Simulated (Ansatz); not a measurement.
# AlGeH4N (SMILES [NH]1[AlH][GeH2]1): functionals against CCSD(T) at one geometry

The task here is to estimate one member of a computed series from the others.

Program: Ansatz 0.2.0, Gaussian basis. Level of theory: single points in def2-TZVPP. These are calculated values, not measurements.

Cores are frozen in the correlated methods. Filled d shells of the heavier atoms are correlated.

## Starting geometry

SMILES `[NH]1[AlH][GeH2]1`, 7 atoms, charge 0, spin multiplicity 1.

Atoms are counted from 1 here; the program's logs count them from 0.

Bond lengths: N1–Al2 1.663 Å, N1–Ge3 2.089 Å, N1–H4 1.094 Å, Al2–Ge3 2.386 Å, Al2–H5 1.668 Å, Ge3–H6 1.605 Å, Ge3–H7 1.587 Å. Angles: Al2–N1–Ge3 78.1°, Al2–N1–H4 155.7°, Ge3–N1–H4 125.7°, N1–Al2–Ge3 58.9°, N1–Al2–H5 158.5°, Ge3–Al2–H5 142.0°, N1–Ge3–Al2 43.0°, N1–Ge3–H6 106.0°, N1–Ge3–H7 103.2°, Al2–Ge3–H6 129.3°, Al2–Ge3–H7 125.0°, H6–Ge3–H7 96.8°.

Coordinates:

```xyz
7

N    -0.71780   -0.56640   -0.46640
Al    0.11070    0.58190   -1.33770
Ge    0.53780    0.25500    0.98730
H    -1.49890   -1.31110   -0.28830
H     0.66800    1.41390   -2.67110
H    -0.39960    0.58230    2.24810
H     1.25220   -1.01760    1.61070
```

Set-up of the first run:

run/in.yaml reads:

```yaml
crystal:
  periodic: [false, false, false]
  atoms:
    - {symbol: N, position_ang: [-0.717800, -0.566400, -0.466400]}
    - {symbol: Al, position_ang: [0.110700, 0.581900, -1.337700]}
    - {symbol: Ge, position_ang: [0.537800, 0.255000, 0.987300]}
    - {symbol: H, position_ang: [-1.498900, -1.311100, -0.288300]}
    - {symbol: H, position_ang: [0.668000, 1.413900, -2.671100]}
    - {symbol: H, position_ang: [-0.399600, 0.582300, 2.248100]}
    - {symbol: H, position_ang: [1.252200, -1.017600, 1.610700]}
basis:
  gaussian: {orbitals: def2-TZVPP}
correlation: {method: ccsd_t}
output: {forces: true}
```

The command line of these runs was not kept.

Steps of the session up to this table: CCSD(T)/def2-TZVPP; PBE0-D4/def2-TZVPP; wB97M-V/def2-TZVPP; r2SCAN-D4/def2-TZVPP; PBE-D4/def2-TZVPP; CAM-B3LYP-D4/def2-TZVPP; BHLYP-D4/def2-TZVPP.

One of the session's tables, all rows but one given; the rest of the session is left out.

```
      method  RMS force component (eV/Å)  angle to CCSD(T) forces (°)  dipole (D)
     CCSD(T)                       1.486                    reference        1.61
     PBE0-D4                       1.398                          4.1        1.59
     wB97M-V                           ?                            ?           ?
   r2SCAN-D4                       1.388                          2.8        1.64
      PBE-D4                       1.373                          5.5        1.55
CAM-B3LYP-D4                       1.374                          5.5        1.65
    BHLYP-D4                       1.444                          8.0        1.68
```

Q: Estimate the row for wB97M-V from the others.

**Answer.** RMS force component (eV/Å): 1.420; angle to CCSD(T) forces (°): 3.8; dipole (D): 1.68. In the column «RMS force component (eV/Å)» it lies between PBE0-D4 (1.398) and BHLYP-D4 (1.444).
